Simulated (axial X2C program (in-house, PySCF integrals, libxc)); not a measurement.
# A two-component session on RbMg: EOM-EA-CCSD levels

Wanted for RbMg: EOM-EA-CCSD levels, at the two-component level.

Program: an in-house X2C program for linear molecules on PySCF integrals. Level of theory: two-component X2C with atomic mean-field terms, Rb dyall-acv3z, Mg dyall-acv3z. These are calculated values, not measurements.

### 1 The job

Contents of task.json:

```json
{"zs": [37, 12], "q": 0, "bas": ["dyall-acv3z", "dyall-acv3z"], "r0": 3.49, "eom": "ea", "thr": -2.0, "nmax": 92, "grid": [1, 0.96, 1.045, 0.92, 1.09, 1.15]}
```

Keys: zs atomic numbers; q charge; bas basis sets; r0 starting distance in Å; eom kind of EOM run; thr threshold in hartree for freezing inner shells (an s shell follows its p shell); nmax most natural virtual spinors; grid distances as factors.

Launch:

```console
python soeom.py task.json out
```

Nuclei are Gaussian, cores are contracted, and the Gaunt term is on.

### 2 EOM-EA-CCSD at 4.106 Å

Reference: the closed shell RbMg⁺; 10 electrons correlated, 92 virtual spinors; roots sought by Ω: 1/2: 5, 3/2: 4, 5/2: 2, 7/2: 1.

Output:

```text
two-component X2C + atomic mean field  HF
basis functions 237  fitting functions 1066  grid points 5089
iter        total energy     max residual
   1      -3177.823735489     2.58e-01
   2      -3177.839574038     5.62e-03
   3      -3177.839797175     2.19e-03
   4      -3177.839809665     8.90e-04
   5      -3177.839811421     4.57e-05
   6      -3177.839811466     2.05e-05
   7      -3177.839811469     5.62e-06
   8      -3177.839811470     9.83e-07
converged
one-electron -4515.04072812  Coulomb 1396.87201601  exact exchange -115.66164562  xc functional 0.00000000  nuclear repulsion 57.22227999  atomic mean-field constant -1.23173374
correlated 10  virtual 358  natural virtual 92  E(MP2) -0.210005507  MP2 remainder -0.022665569
iter   CCSD correlation   residual
   1     -0.207043963   1.33e-01
   2     -0.214768569   5.92e-02
   3     -0.214669762   1.45e-02
   4     -0.214704935   2.89e-03
   5     -0.214717103   9.25e-04
   6     -0.214712452   3.65e-04
   7     -0.214712544   1.46e-04
   8     -0.214713247   3.73e-05
   9     -0.214713366   9.14e-06
  10     -0.214713376   2.68e-06
(T) -0.004430744  T1 0.0067  D1 0.0144  max T2 0.070
EOM-EA-CCSD roots
2*Omega      energy/Eh   energy/eV  one-particle weight
    1      -0.14108743     -3.8392      0.966
    1      -0.10614736     -2.8884      0.949
    1      -0.09579221     -2.6066      0.941
    1      -0.07671886     -2.0876      0.971
    1      -0.07100026     -1.9320      0.981
    3      -0.10580183     -2.8790      0.949
    3      -0.07640515     -2.0791      0.972
    3      -0.05681998     -1.5462      0.985
    3      -0.04429366     -1.2053      0.986
    5      -0.05683199     -1.5465      0.985
    5      -0.03775660     -1.0274      0.000
    7       0.03155265      0.8586      0.000
```

T1 in the output is the amplitude norm over the root of the electron number; divide by √2 for the Lee–Taylor value.

| Ω | binding energy (eV) | above lowest (cm⁻¹) | spinor | weight |
| --- | --- | --- | --- | --- |
| 1/2 | 3.839 | 0 | 62% Rb sσ, 27% Mg pσ | 0.97 |
| 1/2 | 2.888 | 7670 | 52% Mg pπ, 37% Rb pπ, 9% Rb dπ | 0.95 |
| 3/2 | 2.879 | 7740 | 53% Mg pπ, 36% Rb pπ, 9% Rb dπ | 0.95 |
| 1/2 | 2.607 | 9940 | 43% Mg pσ, 33% Rb pσ, 14% Rb sσ | 0.94 |
| 1/2 | 2.088 | 14130 | 54% Rb pπ, 30% Rb dπ, 15% Mg pπ | 0.97 |
| 3/2 | 2.079 | 14200 | 55% Rb pπ, 30% Rb dπ, 15% Mg pπ | 0.97 |
| 1/2 | 1.932 | 15380 | 41% Rb pσ, 35% Rb dσ, 13% Mg sσ | 0.98 |
| 5/2 | 1.546 | 18490 | 98% Rb dδ | 0.98 |
| 3/2 | 1.546 | 18490 | 98% Rb dδ | 0.98 |
| 3/2 | 1.205 | 21240 | 67% Rb pπ, 29% Mg pπ | 0.99 |

It took 17 s on 1 thread of Arm Neoverse V1, shared host; peak memory 0.71 GiB.

### 3 EOM-EA-CCSD at 3.942 Å

```csv
Ω,binding energy (eV),above lowest (cm⁻¹),spinor,weight
1/2,3.826,0,"59% Rb sσ, 30% Mg pσ",0.96
1/2,2.953,7040,"54% Mg pπ, 34% Rb pπ, 10% Rb dπ",0.95
3/2,2.944,7110,"55% Mg pπ, 34% Rb pπ, 10% Rb dπ",0.95
1/2,2.610,9810,"43% Mg pσ, 30% Rb pσ, 16% Rb sσ",0.94
1/2,2.083,14060,"56% Rb pπ, 30% Rb dπ, 13% Mg pπ",0.97
3/2,2.074,14130,"57% Rb pπ, 30% Rb dπ, 13% Mg pπ",0.97
1/2,1.941,15200,"43% Rb pσ, 34% Rb dσ, 14% Mg sσ",0.98
5/2,1.548,18370,97% Rb dδ,0.98
3/2,1.548,18370,97% Rb dδ,0.98
3/2,1.215,21060,"63% Rb pπ, 33% Mg pπ",0.99
```

It took 14 s on 1 thread of Arm Neoverse V1, shared host; peak memory 0.74 GiB.

### 4 EOM-EA-CCSD at 4.291 Å

| Ω | binding energy (eV) | above lowest (cm⁻¹) | spinor | weight |
| --- | --- | --- | --- | --- |
| 1/2 | 3.856 | 0 | 66% Rb sσ, 25% Mg pσ | 0.97 |
| 1/2 | 2.821 | 8350 | 49% Mg pπ, 41% Rb pπ, 8% Rb dπ | 0.95 |
| 3/2 | 2.811 | 8430 | 50% Mg pπ, 40% Rb pπ, 8% Rb dπ | 0.95 |
| 1/2 | 2.601 | 10120 | 43% Mg pσ, 36% Rb pσ, 12% Rb sσ | 0.94 |
| 1/2 | 2.093 | 14220 | 51% Rb pπ, 30% Rb dπ, 18% Mg pπ | 0.97 |
| 3/2 | 2.084 | 14290 | 52% Rb pπ, 30% Rb dπ, 17% Mg pπ | 0.97 |
| 1/2 | 1.922 | 15600 | 39% Rb pσ, 36% Rb dσ, 13% Mg sσ | 0.98 |
| 5/2 | 1.548 | 18620 | 98% Rb dδ | 0.99 |
| 3/2 | 1.547 | 18620 | 98% Rb dδ | 0.99 |
| 3/2 | 1.197 | 21440 | 71% Rb pπ, 25% Mg pπ | 0.99 |

Wall time 13 s (1 thread of Arm Neoverse V1, shared host); peak memory 0.75 GiB.

### 5 EOM-EA-CCSD at 3.777 Å

```csv
Ω,binding energy (eV),above lowest (cm⁻¹),spinor,weight
1/2,3.814,0,"55% Rb sσ, 33% Mg pσ",0.96
1/2,3.023,6380,"56% Mg pπ, 32% Rb pπ, 11% Rb dπ",0.95
3/2,3.014,6460,"56% Mg pπ, 31% Rb pπ, 11% Rb dπ",0.95
1/2,2.611,9710,"42% Mg pσ, 27% Rb pσ, 18% Rb sσ",0.94
1/2,2.078,14000,"58% Rb pπ, 30% Rb dπ, 12% Mg pπ",0.97
3/2,2.070,14070,"58% Rb pπ, 30% Rb dπ, 11% Mg pπ",0.97
1/2,1.953,15020,"44% Rb pσ, 34% Rb dσ, 13% Mg sσ",0.98
5/2,1.554,18230,97% Rb dδ,0.98
3/2,1.553,18240,97% Rb dδ,0.98
3/2,1.226,20870,"59% Rb pπ, 37% Mg pπ",0.99
```

It took 13 s on 1 thread of Arm Neoverse V1, shared host; peak memory 0.76 GiB.

### 6 EOM-EA-CCSD at 4.476 Å

```csv
Ω,binding energy (eV),above lowest (cm⁻¹),spinor,weight
1/2,3.874,0,"69% Rb sσ, 22% Mg pσ",0.97
1/2,2.759,8990,"46% Rb pπ, 45% Mg pπ, 7% Rb dπ",0.95
3/2,2.749,9070,"46% Mg pπ, 45% Rb pπ, 7% Rb dπ",0.95
1/2,2.594,10330,"42% Mg pσ, 40% Rb pσ, 10% Rb sσ",0.95
1/2,2.095,14350,"47% Rb pπ, 31% Rb dπ, 22% Mg pπ",0.97
3/2,2.087,14410,"48% Rb pπ, 31% Rb dπ, 21% Mg pπ",0.97
1/2,1.912,15820,"38% Rb dσ, 37% Rb pσ, 12% Mg sσ",0.98
5/2,1.552,18730,98% Rb dδ,0.99
3/2,1.551,18730,98% Rb dδ,0.99
3/2,1.192,21630,"75% Rb pπ, 22% Mg pπ",0.98
```

It took 31 s on 1 thread of Arm Neoverse V1, shared host; peak memory 0.76 GiB.

### 7 EOM-EA-CCSD at 4.722 Å

| Ω | binding energy (eV) | above lowest (cm⁻¹) | spinor | weight |
| --- | --- | --- | --- | --- |
| 1/2 | 3.899 | 0 | 74% Rb sσ, 18% Mg pσ | 0.97 |
| 1/2 | 2.689 | 9760 | 54% Rb pπ, 38% Mg pπ | 0.96 |
| 3/2 | 2.678 | 9850 | 53% Rb pπ, 40% Mg pπ | 0.96 |
| 1/2 | 2.584 | 10610 | 45% Rb pσ, 40% Mg pσ, 8% Rb sσ | 0.95 |
| 1/2 | 2.091 | 14580 | 40% Rb pπ, 33% Rb dπ, 27% Mg pπ | 0.96 |
| 3/2 | 2.084 | 14640 | 41% Rb pπ, 33% Rb dπ, 26% Mg pπ | 0.96 |
| 1/2 | 1.898 | 16130 | 40% Rb dσ, 33% Rb pσ, 11% Mg sσ | 0.97 |
| 5/2 | 1.560 | 18870 | 99% Rb dδ | 0.99 |
| 3/2 | 1.559 | 18870 | 99% Rb dδ | 0.99 |
| 3/2 | 1.191 | 21840 | 77% Rb pπ, 17% Mg pπ | 0.98 |

Run time: 14 s. Hardware: 1 thread of Arm Neoverse V1, shared host; peak memory 0.76 GiB.

### 8 Curves of the states

Energies in eV from the lowest point of the lowest state; states are followed by energy order within each Ω.

| R (Å) | (1)Ω=1/2 | (2)Ω=1/2 | (1)Ω=3/2 | (3)Ω=1/2 | (4)Ω=1/2 | (2)Ω=3/2 | (5)Ω=1/2 | (1)Ω=5/2 |
| --- | --- | --- | --- | --- | --- | --- | --- | --- |
| 3.777 | 0.0403 | 0.8315 | 0.8410 | 1.2440 | 1.7763 | 1.7849 | 1.9020 | 2.3010 |
| 3.942 | 0.0164 | 0.8890 | 0.8984 | 1.2324 | 1.7598 | 1.7684 | 1.9010 | 2.2942 |
| 4.106 | 0.0049 | 0.9556 | 0.9650 | 1.2374 | 1.7564 | 1.7649 | 1.9120 | 2.2976 |
| 4.291 | 0.0003 | 1.0353 | 1.0450 | 1.2554 | 1.7634 | 1.7718 | 1.9338 | 2.3082 |
| 4.476 | 0.0000 | 1.1146 | 1.1248 | 1.2805 | 1.7790 | 1.7870 | 1.9616 | 2.3223 |
| 4.722 | 0.0033 | 1.2129 | 1.2244 | 1.3181 | 1.8108 | 1.8181 | 2.0035 | 2.3422 |

### 9 Results

| quantity | value |
| --- | --- |
| lowest root at 4.106 Å | Ω = 1/2, 3.839 eV |
| next root led by one particle | Ω = 1/2, about 7670 cm⁻¹ higher |
| T1 of the reference | 0.005 |

What this shows: The added electron is bound by 3.84 eV in a spinor of 62% Rb sσ, 27% Mg pσ. Errors of 0.1 to 0.3 eV are usual at this size, and roots led by higher excitations are left out, so the list is incomplete, and low states of that kind can be missing.
